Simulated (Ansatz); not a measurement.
# MoN2: one crystal by all-electron and frozen-core methods

Aim: solve MoN2 at one geometry with full-potential LAPW, PAW on the default files and datasets made for this crystal, and see where they agree.

Computed with Ansatz 0.2.0 (DFT PBE, scalar-relativistic, unless a step's input says otherwise).

1 further run of the same task is left out (set aside as unsound or not needed).

**1. The system as given**

It takes space group Fm-3m (No. 225, cubic). The conventional cell has a = 4.919 Å, b = 4.919 Å, c = 4.919 Å, α = 90.00°, β = 90.00°, γ = 90.00°. Mo (site symmetry m-3m) is surrounded by 8 N at 2.13 Å. Around N (site symmetry -43m) lie 4 Mo at 2.13 Å.

Coordinates:

```
Mo N
1.0
     0.00000    2.45930    2.45930
     2.45930    0.00000    2.45930
     2.45930    2.45930    0.00000
Mo N
1 2
Direct
  0.00000 0.00000 0.00000
  0.25000 0.25000 0.25000
  0.75000 0.75000 0.75000
```

The structure (fluorite type) was typed from a prototype and relaxed by PAW; whether it is the ground state wasn't tested.

Atoms are numbered in the order of the input: Mo1, N2, N3.

**2. Full-potential LAPW**

input.yaml reads:

```yaml
crystal:
  lattice:
    - [0.0, 2.4593029263, 2.4593029263]
    - [2.4593029263, 0.0, 2.4593029263]
    - [2.4593029263, 2.4593029263, 0.0]
  atoms:
    - { symbol: Mo, position: [0.0, 0.0, 0.0] }
    - { symbol: "N", position: [0.25, 0.25, 0.25] }
    - { symbol: "N", position: [0.75, 0.75, 0.75] }
kpoints:
  mp_grid: { grid: [12, 12, 12] }
  band_path:
    path:
      - [0.0, 0.0, 0.0]
      - [0.5, 0.0, 0.5]
      - [0.625, 0.25, 0.625]
      - [0.375, 0.375, 0.75]
      - [0.0, 0.0, 0.0]
      - [0.5, 0.5, 0.5]
      - [0.5, 0.25, 0.75]
      - [0.5, 0.0, 0.5]
    npoints: 8
scf:
  occupations: { method: fermi_dirac, width: 0.05 }
hamiltonian:
  xc: pbe
  pseudopotentials: { kind: all_electron, lapw: { basis_error: 0.0005 } }
output:
  forces: true
  stress: true
  eigenvalues: true
  fatbands: true
  populations: true
  dos: { projected: true, de: 0.2, e_range: [-14, 8] }
```

The program printed:

```text
Mo: projections on atomic orbitals take those of the free atom 1s2 2s2 2p6 3s2 3p6 3d10 4s2 4p6 4d5 5s1, of charge +0.00 (hamiltonian.pseudopotentials.projection_atoms)
N: projections on atomic orbitals take those of the free atom 1s2 2s2 2p3, of charge +0.00 (hamiltonian.pseudopotentials.projection_atoms)
LAPW: plane waves up to 9.826 Å⁻¹, error target 5.0e-4 eV per atom; small_component_spin mean_spin; N in spheres of 0.960 Å, 7 of its electrons in bands, Dirac shells []; Mo in spheres of 1.170 Å, 32 of its electrons in bands, Dirac shells []
Engine: ansatz 0.2.0
Pseudopotentials: kind: all_electron
Pseudopotential: Mo, LAPW, valence charge 32, Koelling and Harmon's equation, gaussian nucleus
Pseudopotential: N, LAPW, valence charge 7, Koelling and Harmon's equation, gaussian nucleus
Functional definition: PBE
  parameter kappa = 0.804
  parameter beta = 0.06672455060314922
  exchange = pbe_x(kappa = kappa, mu = beta*pi^2/3)
  correlation = pbe_c(beta = beta)
Crystal: 3 atoms, lattice volume = 29.749 Å³
Basis set: ecut = 367.8443203673144 eV, 531 PW (Γ), exchange–correlation at level 2
Bands: 28, of which v1, the nominal top of the filled ones, is band 23 counted from 1 (22 counted from 0)
Symmetry: 48 space group operations
Space group: Fm-3m (ITA 225), of the structure as read, at distance tolerance 3.1e-5 Å
k-points: 72 of 1728
Non-local potential: Mo, projectors of the file, none
Non-local potential: N, projectors of the file, none
Initial density: superposition of atomic densities (chi_scale 0.1, normalization cell, long waves kept (reshape's long-wave potential 0.00 eV rms))
Initial wavefunctions: plane waves of lowest kinetic energy (no species holds an atomic orbital)
Functional: x = pbe(κ = 0.804, μ = 0.2195149727645171), c = pbe(β = 0.06672455060314922)
iter 1 solved again at ethr=5.28e-2 eV; its pass at ethr=1.00e-1 eV (dr2=2.43e1 eV) is discarded
SCF iter   1: F=—  HF=-113165.723273 eV  |F-HF|=—  |Δ(HF+E_count)|=         —  Δρ=2.59e-1  dr2=2.43e1  ethr=5.28e-2  ⟨swp⟩=2.0  Hψ=12757  notcnv=0
preconditioner: auto → none  [insulator: Δε(μ)=2.752 eV  Ē_g=19.128 eV  σ=0.050 eV  W_gap=1.00  n_scr=14 (ndim 8)  ℏωp=31.9 eV  f_vac=0.015  D(μ)=0.00/eV (n_scr^D=0)  ε∞_Penn≈3.8]
SCF iter   2: F=—  HF=-113178.168057 eV  |F-HF|=—  |Δ(HF+E_count)|=    1.24e1  Δρ=4.19e-1  dr2=6.70e1  ethr=5.28e-2  ⟨swp⟩=3.0  Hψ=5923  notcnv=0  recentre
preconditioner: auto → LDOS  [metal: Δε(μ)=0.053 eV  Ē_g=9.632 eV  σ=0.050 eV  W_gap=0.25  n_scr=14 (ndim 8)  ℏωp=27.2 eV  f_vac=0.042  D(μ)=0.94/eV (n_scr^D=8)  β→1.0]
SCF iter   3: F=—  HF=-113157.355454 eV  |F-HF|=—  |Δ(HF+E_count)|=    2.08e1  Δρ=9.19e-2  dr2=3.12e0  ethr=5.28e-2  ⟨swp⟩=2.3  Hψ=5708  notcnv=0
iter 4 solved again at ethr=3.14e-5 eV; its pass at ethr=6.79e-3 eV (dr2=1.44e-2 eV) is discarded
SCF iter   4: F=—  HF=-113156.664487 eV  |F-HF|=—  |Δ(HF+E_count)|=   6.91e-1  Δρ=1.10e-2  dr2=1.44e-2  ethr=3.14e-5  ⟨swp⟩=2.0  Hψ=10589  notcnv=0
SCF iter   5: F=—  HF=-113156.723581 eV  |F-HF|=—  |Δ(HF+E_count)|=         —  Δρ=3.58e-2  dr2=4.75e-1  ethr=3.14e-5  ⟨swp⟩=3.0  Hψ=6992  notcnv=0
the basis was enlarged: its passes take 250.1 KiB over the memory plan, 1 of 1 planned eigensolver slots
SCF iter   6: F=—  HF=-113156.633205 eV  |F-HF|=—  |Δ(HF+E_count)|=   9.04e-2  Δρ=5.25e-4  dr2=2.92e-5  ethr=3.14e-5  ⟨swp⟩=3.0  Hψ=6803  notcnv=0
SCF iter   7: F=—  HF=-113156.633252 eV  |F-HF|=—  |Δ(HF+E_count)|=   4.69e-5  Δρ=2.28e-4  dr2=1.67e-5  ethr=6.34e-8  ⟨swp⟩=3.0  Hψ=6654  notcnv=0
SCF iter   8: F=—  HF=-113156.633250 eV  |F-HF|=—  |Δ(HF+E_count)|=   2.54e-6  Δρ=1.20e-4  dr2=4.84e-6  ethr=3.63e-8  ⟨swp⟩=2.0  Hψ=6168  notcnv=0
SCF iter   9: F=—  HF=-113156.633249 eV  |F-HF|=—  |Δ(HF+E_count)|=   6.99e-7  Δρ=2.76e-5  dr2=2.25e-7  ethr=1.05e-8  ⟨swp⟩=2.0  Hψ=6168  notcnv=0
SCF iter  10: F=-113156.633249 eV  HF=-113156.633249 eV  |F-HF|=2.68e-8  |Δ(HF+E_count)|=   5.22e-8  Δρ=6.61e-6  dr2=1.69e-8  ethr=4.89e-10  ⟨swp⟩=2.0  Hψ=6168  notcnv=0
SCF 1 converged in 10 iterations: F = -113156.633249 eV  dr2 = 1.69e-8
NSCF: frozen V_eff on 57 k-points
SCF converged after 10 iterations
Free energy (F): -113156.633249 eV
Harris-Foulkes:  -113156.633249 eV  (|F-HF|=2.68e-8)
Internal energy: -113156.607236 eV  (E = F + TS)
E sigma→0 (E₀):  -113156.620242 eV
Entropy (-TS):   -0.026013 eV (-8.671 meV/atom)
Fermi energy:    16.634528 eV
--- Per-component energies (eV) ---
  E_band       = -6586.275517
  E_kinetic    = 117149.304838
  E_xc         = -3742.627178
  E_electrostatic = -226563.284897  (all electrons and nuclei)
  E_smearing   = -0.026013  (= −TS)
  E_closure    = 0.000000  (closes the sum)
  E_atoms      = -113130.408254  (free atoms, spherical and without spin; not in F)
  Σ components = -113156.633249   (vs F -113156.633249, Δ=0.00e0)
  Basis errors (estimates in eV, not in F): energy 2.1e-4 per atom: plane waves 1.9e-4 (1.1e-4 summed), levels above the bands 5.5e-78, relativity 3.3e-8, radial functions 2.0e-5, core shells 8.2e-13; eigenvalues (radial functions only) 8.4e-7; not estimated: angular momenta, meshes, grids; target (lapw.basis_error) 5.0e-4; muffin-tin radii N 0.960 Å, Mo 1.170 Å
--- Forces (eV/Å), atoms counted from 1 ---
  atom   1  Mo     0.00000000     0.00000000    -0.00000000
  atom   2  N      0.00000000     0.00000000    -0.00000000
  atom   3  N      0.00000000     0.00000000    -0.00000000
  max |Σ_I F_I| component: 3.01e-17 eV/Å
--- Stress (GPa, compression-positive) ---
       -0.007504      -0.000000       0.000000
       -0.000000      -0.007504       0.000000
        0.000000       0.000000      -0.007504
  P = ⅓ Tr σ = -0.0075 GPa (-0.075 kbar)
--- Band table (eV; the first three rows and the last of 72) ---
  k-point 0: bands = ["-457.8803", "-360.5840", "-360.5840", "-360.5840", "-359.7088", "-359.7088", "-202.4855", "-202.4855", "-202.4717", "-202.4717", "-202.4717", "-45.5432", "-19.4836", "-19.4836", "-19.4836", "-0.2600", "5.2831", "9.5979", "9.5979", "9.5979", "15.9105", "15.9105", "16.7097", "16.7097", "16.7097", "23.5526", "23.5526", "23.5526"]
  k-point 1: bands = ["-457.8803", "-360.5840", "-360.5840", "-360.5840", "-359.7088", "-359.7088", "-202.4855", "-202.4855", "-202.4717", "-202.4717", "-202.4717", "-45.5419", "-19.5012", "-19.4860", "-19.4860", "-0.1504", "5.0104", "9.6762", "9.6762", "10.0049", "15.4583", "15.4583", "16.5080", "17.1475", "17.1475", "23.0833", "23.3953", "23.3953"]
  k-point 2: bands = ["-457.8803", "-360.5840", "-360.5840", "-360.5840", "-359.7088", "-359.7088", "-202.4855", "-202.4855", "-202.4717", "-202.4717", "-202.4717", "-45.5383", "-19.5489", "-19.4926", "-19.4926", "0.1586", "4.4262", "9.8921", "9.8921", "10.9657", "14.8669", "14.8669", "15.9835", "17.6463", "17.6463", "21.9768", "23.0541", "23.0541"]
  k-point 71: bands = ["-457.8803", "-360.5840", "-360.5840", "-360.5840", "-359.7088", "-359.7088", "-202.4855", "-202.4855", "-202.4717", "-202.4717", "-202.4717", "-45.5172", "-19.6570", "-19.6570", "-19.5733", "2.5816", "2.5816", "9.9602", "10.4670", "13.2435", "13.2435", "13.9973", "17.1521", "17.4437", "18.2551", "20.4758", "20.4758", "22.0504"]
--- Löwdin populations: 3 sites ---
  site symbol       q [e]
     0     Mo     40.7260
     1      N      7.5923
     2      N      7.5923
  spilling = 0.001598 (of n_electrons = 56.000000)
```

Run time: 39 s. Hardware: 1 thread, shared host.

Read from it: pressure -0.01 GPa; no gap.

Levels at the path's labelled points, in eV from the Fermi level:

| point | band 19 | band 20 | band 21 | band 22 | band 23 | band 24 | band 25 |
| --- | --- | --- | --- | --- | --- | --- | --- |
| Γ | -7.04 | -7.04 | -0.72 | -0.72 | 0.08 | 0.08 | 0.08 |
| X | -4.20 | -4.20 | -2.72 | -2.72 | 0.36 | 0.76 | 1.12 |
| U | -4.88 | -4.26 | -3.54 | -2.10 | 0.52 | 0.86 | 0.93 |
| K | -4.88 | -4.26 | -3.54 | -2.10 | 0.52 | 0.86 | 0.93 |
| Γ | -7.04 | -7.04 | -0.72 | -0.72 | 0.08 | 0.08 | 0.08 |
| L | -5.94 | -2.88 | -2.66 | -1.87 | -1.87 | -0.14 | -0.14 |
| W | -6.17 | -3.39 | -3.39 | -2.64 | 0.52 | 0.81 | 1.62 |
| X | -4.20 | -4.20 | -2.72 | -2.72 | 0.36 | 0.76 | 1.12 |

States per cell, counted by energy window (eV from the Fermi level, on a grid of 0.20 eV):

| from | to | total | N 2p | Mo 4d |
| --- | --- | --- | --- | --- |
| -10 | -9 | 0.00 | 0.00 | 0.00 |
| -9 | -8 | 0.00 | 0.00 | 0.00 |
| -8 | -7 | 0.20 | 0.12 | 0.06 |
| -7 | -6 | 2.08 | 1.20 | 0.83 |
| -6 | -5 | 1.63 | 1.01 | 0.56 |
| -5 | -4 | 1.55 | 1.08 | 0.36 |
| -4 | -3 | 1.14 | 0.75 | 0.29 |
| -3 | -2 | 1.78 | 1.15 | 0.52 |
| -2 | -1 | 2.00 | 1.37 | 0.51 |
| -1 | 0 | 1.21 | 0.91 | 0.23 |
| 0 | 1 | 2.62 | 0.74 | 1.81 |
| 1 | 2 | 1.81 | 0.67 | 1.07 |
| 2 | 3 | 0.00 | 0.00 | 0.00 |
| 3 | 4 | 1.07 | 0.20 | 0.61 |
| 4 | 5 | 1.64 | 0.58 | 0.80 |

**3. PAW on the default files**

input.yaml: that of step 2 with these lines changed.

```diff
@@ -26,3 +26,3 @@
   xc: pbe
-  pseudopotentials: { kind: all_electron, lapw: { basis_error: 0.0005 } }
+  pseudopotentials: { kind: paw }
 output:
@@ -31,4 +31,5 @@
   eigenvalues: true
-  fatbands: true
+  efg: { contact_densities: true }
   populations: true
+  bader: true
   dos: { projected: true, de: 0.2, e_range: [-14, 8] }
```

The program printed (excerpt; [...] marks lines left out):

```text
Mo: output.efg is read without spin–orbit coupling, which moves field gradients at and beside such atoms by some per cent and up to a factor of two; PAW files take it under magnetization.noncollinear and magnetization.spin_orbit
[...]
Pseudopotentials: kind: paw
Pseudopotential: Mo, paw, valence charge 14, recommended cutoff 420 eV (normal)
Pseudopotential: N, paw, valence charge 5, recommended cutoff 420 eV (normal)
[... 1 set-up line as earlier in the session ...]
[...]
Crystal: 3 atoms, lattice volume = 29.749 Å³
Basis set: ecut = 420 eV, 561 PW (Γ), exchange–correlation on 48×48×48 points (8 copies of the dense FFT grid, shifted against one another)
Bands: 16, of which v1, the nominal top of the filled ones, is band 12 counted from 1 (11 counted from 0)
[... 2 set-up lines as earlier in the session ...]
k-points: 72 of 1728
[...]
            electrostatic potential = -6354.692838 V   contact ρ = 595271.225385 e/Å³
  atom   2  N  V_zz =    +0.000000   η = 0.0000   by run symmetry: forbidden
            electrostatic potential = -522.409211 V   contact ρ = 1418.116782 e/Å³
  atom   3  N  V_zz =    -0.000000   η = 0.0000   by run symmetry: forbidden
            electrostatic potential = -522.409211 V   contact ρ = 1418.116782 e/Å³
--- Band table (eV; the first three rows and the last of 72) ---
  k-point 0: bands = ["-46.8537", "-20.7948", "-20.7948", "-20.7948", "-1.5722", "3.9779", "8.2893", "8.2893", "8.2893", "14.6038", "14.6038", "15.4034", "15.4034", "15.4034", "22.2415", "22.2415"]
[...]
--- Löwdin populations: 3 sites ---
  site symbol       q [e]
     0     Mo     12.7498
     1      N      5.5799
     2      N      5.5799
  spilling = 0.003763 (of n_electrons = 24.000000)
--- Bader charges: 3 sites ---
  site symbol  charge [e]  shift [e]
     0     Mo      2.2069     0.0005
     1      N     -1.1035     0.0002
     2      N     -1.1035     0.0002
  estimated error of the sums over rays = 7.2e-4 e
```

Wall time 17 s (1 thread, shared host).

Read from it: pressure 0.00 GPa; no gap.

| atom | Bader charge (e) | basin volume (Å³) |
| --- | --- | --- |
| Mo1 | +2.21 | 9.74 |
| N2 | -1.10 | 10.01 |

**4. Datasets made for this crystal**

input.yaml: that of step 3 with these lines changed.

```diff
@@ -26,3 +26,3 @@
   xc: pbe
-  pseudopotentials: { kind: paw }
+  pseudopotentials: { kind: all_electron, datasets: crystal }
 output:
@@ -32,4 +32 @@
   efg: { contact_densities: true }
-  populations: true
-  bader: true
-  dos: { projected: true, de: 0.2, e_range: [-14, 8] }
```

The program printed (excerpt; [...] marks lines left out):

```text
[...]
Mo: output.efg is read without spin–orbit coupling, which moves field gradients at and beside such atoms by some per cent and up to a factor of two; PAW files take it under magnetization.noncollinear and magnetization.spin_orbit
[...]
[... 1 set-up line as earlier in the session ...]
Pseudopotential: Mo, paw, valence charge 14, recommended cutoff 400 eV (normal), Koelling and Harmon's equation, gaussian nucleus
Pseudopotential: N, paw, valence charge 5, recommended cutoff 400 eV (normal), Koelling and Harmon's equation, gaussian nucleus
[... 1 set-up line as earlier in the session ...]
[...]
Crystal: 3 atoms, lattice volume = 29.749 Å³
Basis set: ecut = 400 eV, 537 PW (Γ), exchange–correlation on 48×48×48 points (8 copies of the dense FFT grid, shifted against one another)
Bands: 16, of which v1, the nominal top of the filled ones, is band 12 counted from 1 (11 counted from 0)
[... 1 set-up line as earlier in the session ...]
[...]
--- Stress (GPa, compression-positive) ---
       -0.002473       0.000000       0.000000
       -0.000000      -0.002473       0.000000
       -0.000000      -0.000000      -0.002473
  P = ⅓ Tr σ = -0.0025 GPa (-0.025 kbar)
--- PAW observables at the nuclei: V_zz in 10²¹ V/m², potentials from the cell's mean, atoms counted from 1 ---
  atom   1  Mo V_zz =    -0.000000   η = 0.0000   by run symmetry: forbidden
            electrostatic potential = -6354.899280 V   contact ρ = 595325.357678 e/Å³
  atom   2  N  V_zz =    +0.000000   η = 0.0000   by run symmetry: forbidden
            electrostatic potential = -522.424987 V   contact ρ = 1418.379743 e/Å³
  atom   3  N  V_zz =    +0.000000   η = 0.0000   by run symmetry: forbidden
            electrostatic potential = -522.424987 V   contact ρ = 1418.379743 e/Å³
--- Band table (eV; the first three rows and the last of 72) ---
  k-point 0: bands = ["-45.5432", "-19.4836", "-19.4836", "-19.4836", "-0.2600", "5.2831", "9.5979", "9.5979", "9.5979", "15.9105", "15.9105", "16.7097", "16.7097", "16.7097", "23.5525"]
[...]
```

Run time: 16 s. Hardware: 1 thread, shared host.

Result: pressure 0.00 GPa; no gap.

```csv
atom,contact density (e/Å³)
Mo1,595325.4
N2,1418.38
```

**5. Side by side**

```
          method  pressure (GPa)  SCF cycles, all passes
            LAPW           -0.01                      10
             PAW            0.00                       6
crystal datasets            0.00                      13
```

**6. Outcome**

```
           quantity                                            value
           pressure  LAPW -0.01, PAW 0.00, crystal datasets 0.00 GPa
         gap (LAPW)                                             none
Bader charges (PAW)                            Mo1 +2.21, N2 -1.10 e
```

In words: The pressure is within half a GPa of zero, so the volume is close to equilibrium at this level. There is no gap at this level; the crystal is a metal here. Within 0.3 eV of the Fermi level the largest projected share is Mo 4d (67 %). The projection holds only the free atom's occupied shells (Mo 4d, N 2s, N 2p in this range). In pressure, PAW differs from LAPW by less than 0.01 GPa. LAPW took about 2.3 times as long as PAW (39 s against 17 s, on a shared host and with the outputs that each input asks for).
